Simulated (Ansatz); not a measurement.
What does this script print? It uses the Ansatz DFT code, driven from Python.

`lattice_rh.py`:
```python
import argparse
import warnings

import ansatz as az
import numpy as np

parser = argparse.ArgumentParser(description="How the lattice of Rh depends on the functional.")
parser.add_argument("--mesh", type=int, nargs=3, default=[9, 9, 3], help="k-point sampling")
parser.add_argument("--filling", required=True, help="how the bands are filled")
parser.add_argument("--force-tol", type=float, required=True, help="force threshold (eV/A)")
args = parser.parse_args()

def edges_and_angles(cell):
    cell = np.asarray(cell)
    a, b, c = np.linalg.norm(cell, axis=1)
    cosines = cell[1] @ cell[2] / (b * c), cell[0] @ cell[2] / (a * c), cell[0] @ cell[1] / (a * b)
    return (a, b, c, *np.degrees(np.arccos(cosines)))

warnings.simplefilter("ignore", az.DeckWarning)

lattice = az.Lattice.of(
    (2.69174462, 0.0, 0.0),
    (-1.34587231, 2.33111922, 0.0),
    (0.0, 0.0, 8.79807013),
)
sites = [
    ("Rh", (0.0, 0.0, 0.0)),
    ("Rh", (1 / 3, 2 / 3, 0.25)),
    ("Rh", (0.0, 0.0, 0.5)),
    ("Rh", (2 / 3, 1 / 3, 0.75)),
]
cell = az.Crystal(lattice=lattice)
for symbol, position in sites:
    cell = cell.atom(symbol, position)

calc = cell.calculation()
calc = calc.basis(38 * az.Ry)
calc = calc.kpoints(*args.mesh, center="gamma")
calc = calc.occupations(args.filling)
calc = calc.relax(cell=True, force_tolerance=args.force_tol)

levels = [("pbesol", "d3bj"), ("lda", "none"), ("pbesol", "none")]
print("level            a       b       c    alpha   beta  gamma  V/atom  steps")
for name, dispersion in levels:
    seen = []
    run = calc.functional(name, dispersion=dispersion).session().plan()
    outcome = run.execute(on_event=lambda e: seen.append(e) if e["event"] == "relax_step" else None)
    cell = outcome.lattice.cell_ang
    label = name if dispersion == "none" else f"{name}+{dispersion}"
    print("{:13s} {:7.4f} {:7.4f} {:7.4f} {:6.2f} {:6.2f} {:6.2f}".format(label, *edges_and_angles(cell)), f"{abs(np.linalg.det(cell)) / len(outcome.lattice.sites):7.3f} {len(seen):5d}")
```

Output of `python lattice_rh.py --filling cold --force-tol 0.03`:
```text
level            a       b       c    alpha   beta  gamma  V/atom  steps
pbesol+d3bj    2.6543  2.6543  8.6447  90.00  90.00 120.00  13.187     6
lda            2.6578  2.6578  8.6552  90.00  90.00 120.00  13.238     6
pbesol         2.6766  2.6766  8.7144  90.00  90.00 120.00  13.517     5
```

From smallest to largest: PBEsol+D3BJ (13.19 Å³ an atom, -4.5 % against the start), LDA (13.24 Å³ an atom, -4.1 % against the start) and PBEsol (13.52 Å³ an atom, -2.1 % against the start). The spread is 2.5 % in volume.

Forces vanish by symmetry, so the ions can't move, and the end may be a saddle. Dispersion corrections can be off by several per cent in the lattices of metals, and by several GPa in the pressure at a fixed cell. For a metal this k-point mesh is coarse: on a finer one energies can move by several to tens of meV an atom and pressures by half a GPa or more, differences at one mesh by less. This isn't the structure that Rh takes at ambient conditions. It ran for 41 s on 1 thread of Intel(R) Xeon(R) Processor @ 2.30GHz (shared host), peak memory 0.57 GiB.
